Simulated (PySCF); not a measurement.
# [Pb(NH2)]+: other functionals and bases at one geometry

How far do other levels of theory move the description of [Pb(NH2)]+, and what does each cost? The structure is generated, not taken from experiment.

The runs use PySCF 2.14.0; several levels, as the steps say, no spin–orbit coupling.

3 further runs of the same task are left out: 2 for a known fault of the program, 1 that didn't finish.

## (1) The system as given

4 atoms, charge 1, spin multiplicity 1.

Bond lengths: Pb1–N2 2.082 Å, N2–H3 1.022 Å, N2–H4 1.022 Å. Angles: Pb1–N2–H3 125.2°, Pb1–N2–H4 125.2°, H3–N2–H4 109.7°.

Geometry (Å):

```xyz
4
H2NPb
Pb    0.00000    0.00000   -0.04566
N     0.00000    0.00000    2.03655
H     0.83530    0.00000    2.62491
H    -0.83530    0.00000    2.62491
```

Formal oxidation states: Pb +2. An earlier session relaxed this geometry at PBE0, Pb def2-SVP with ECP60, N def2-SVP, H def2-SVP (singlet, point group C2v).

At PBE0 on the finer grid: E = -248.465953 Eh, HOMO -12.77 eV, LUMO -8.42 eV, Mulliken charge on Pb1 +1.10 e, largest force component 0.008 eV/Å. 

Levels to run: M06-L; HF; BLYP; r2SCAN; PBE0, TZVP; PBE0, x2c-SVP. Hardware: 2 threads of AMD EPYC 9R45 (Zen 5), shared host.

## (2) M06-L

The input, run.py (the lines that set the calculation):

```python
mol = gto.M(atom='''
Pb     0.00000     0.00000    -0.04566
N      0.00000     0.00000     2.03655
H      0.83530     0.00000     2.62491
H     -0.83530     0.00000     2.62491''',
    basis={'Pb': 'def2-SVP', 'N': 'def2-SVP', 'H': 'def2-SVP'},
    ecp={'Pb': 'def2-SVP'},
    charge=1, spin=0)
mf = dft.RKS(mol, xc='M06L')
mf.grids.atom_grid = (75, 302)
mf = mf.density_fit()  # fitting sets: Pb def2-universal-JKFIT, N def2-universal-JKFIT, H def2-universal-JKFIT
mf.conv_tol = 1e-08; mf.max_cycle = 55
mf.kernel(dm0)  # dm0: the density of the relaxed state
```

Launch:

```
$ OMP_NUM_THREADS=2 python run.py
```

## (3) HF

Changes to run.py (the lines that set the calculation) since step 2:

```diff
@@ -8,4 +8,3 @@
     charge=1, spin=0)
-mf = dft.RKS(mol, xc='M06L')
-mf.grids.atom_grid = (75, 302)
+mf = scf.RHF(mol)
 mf = mf.density_fit()  # fitting sets: Pb def2-universal-JKFIT, N def2-universal-JKFIT, H def2-universal-JKFIT
```

## (4) BLYP

Changes to run.py (the lines that set the calculation) since step 3:

```diff
@@ -8,3 +8,4 @@
     charge=1, spin=0)
-mf = scf.RHF(mol)
+mf = dft.RKS(mol, xc='BLYP')
+mf.grids.atom_grid = (75, 302)
 mf = mf.density_fit()  # fitting sets: Pb def2-universal-JKFIT, N def2-universal-JKFIT, H def2-universal-JKFIT
```

## (5) r2SCAN

Changes to run.py (the lines that set the calculation) since step 4:

```diff
@@ -8,3 +8,3 @@
     charge=1, spin=0)
-mf = dft.RKS(mol, xc='BLYP')
+mf = dft.RKS(mol, xc='R2SCAN')
 mf.grids.atom_grid = (75, 302)
```

## (6) PBE0, TZVP

Basis: Pb def2-TZVP with ECP60, N def2-TZVP, H def2-TZVP. 

The input, run.py (the lines that set the calculation):

```python
mol = gto.M(atom='''
Pb     0.00000     0.00000    -0.04566
N      0.00000     0.00000     2.03655
H      0.83530     0.00000     2.62491
H     -0.83530     0.00000     2.62491''',
    basis={'Pb': 'def2-TZVP', 'N': 'def2-TZVP', 'H': 'def2-TZVP'},
    ecp={'Pb': 'def2-TZVP'},
    charge=1, spin=0)
mf = dft.RKS(mol, xc='PBE0')
mf.grids.atom_grid = (75, 302)
mf = mf.density_fit()  # fitting sets: Pb def2-universal-JKFIT, N def2-universal-JKFIT, H def2-universal-JKFIT
mf.conv_tol = 1e-08; mf.max_cycle = 55
mf.kernel(dm0)  # dm0: free metal ions and neutral atoms
```

## (7) PBE0, x2c-SVP

Basis: Pb x2c-SVPall, N x2c-SVPall, H x2c-SVPall. All electrons are treated, with the spin-free X2C Hamiltonian.

The input, run.py (the lines that set the calculation):

```python
mol = gto.M(atom='''
Pb     0.00000     0.00000    -0.04566
N      0.00000     0.00000     2.03655
H      0.83530     0.00000     2.62491
H     -0.83530     0.00000     2.62491''',
    basis={'Pb': 'x2c-SVPall', 'N': 'x2c-SVPall', 'H': 'x2c-SVPall'},
    nucmod='G',
    charge=1, spin=0)
mf = dft.RKS(mol, xc='PBE0')
mf.grids.atom_grid = (99, 590)
mf = mf.density_fit()  # fitting sets: Pb AutoAux, N AutoAux, H AutoAux
mf = mf.sfx2c1e()
mf.conv_tol = 1e-08; mf.max_cycle = 55
mf.kernel(dm0)  # dm0: free metal ions and neutral atoms
```

Before running it: what results should come out? Wanted: for each run, HOMO; gap; charge on Pb1; dipole; largest force.

The runs gave:

| level | state | HOMO (eV) | gap (eV) | charge on Pb1 (e) | dipole (D) | largest force (eV/Å) | basis functions | time |
| --- | --- | --- | --- | --- | --- | --- | --- | --- |
| PBE0 (relaxed here) | singlet | -12.77 | 4.35 | 1.10 | 0.99 | 0.01 | 50 | 1.4 s |
| M06-L | singlet | -11.58 | 2.85 | 1.15 | 0.77 | 0.49 | 50 | 1.4 s |
| HF | singlet | -15.72 | 10.15 | 1.26 | 0.27 | 0.53 | 50 | 0.4 s |
| BLYP | singlet | -11.51 | 2.31 | 1.01 | 1.41 | 0.86 | 50 | 1 s |
| r2SCAN | singlet | -11.83 | 2.88 | 1.08 | 1.17 | 0.20 | 50 | 1.3 s |
| PBE0, TZVP | singlet | -12.81 | 4.37 | 1.16 | 0.77 | 0.57 | 93 | 3 s |
| PBE0, x2c-SVP | singlet | -12.77 | 4.32 | 1.12 | 0.98 | 0.30 | 86 | 7.8 s |

Times are on 2 threads of AMD EPYC 9R45 (Zen 5), shared host; the first row also made further properties. The dipole of a charged species depends on the origin, so these sizes hold for this origin alone.

In one basis the HOMO–LUMO gap runs from 2.31 eV (BLYP) to 10.15 eV (HF). The largest leftover force, 0.86 eV/Å with BLYP, stands at a geometry relaxed at another level. The Mulliken charge on Pb spans +1.01 to +1.26 e over the levels. Total energies of different levels can't be compared. Spin–orbit coupling is left out throughout.
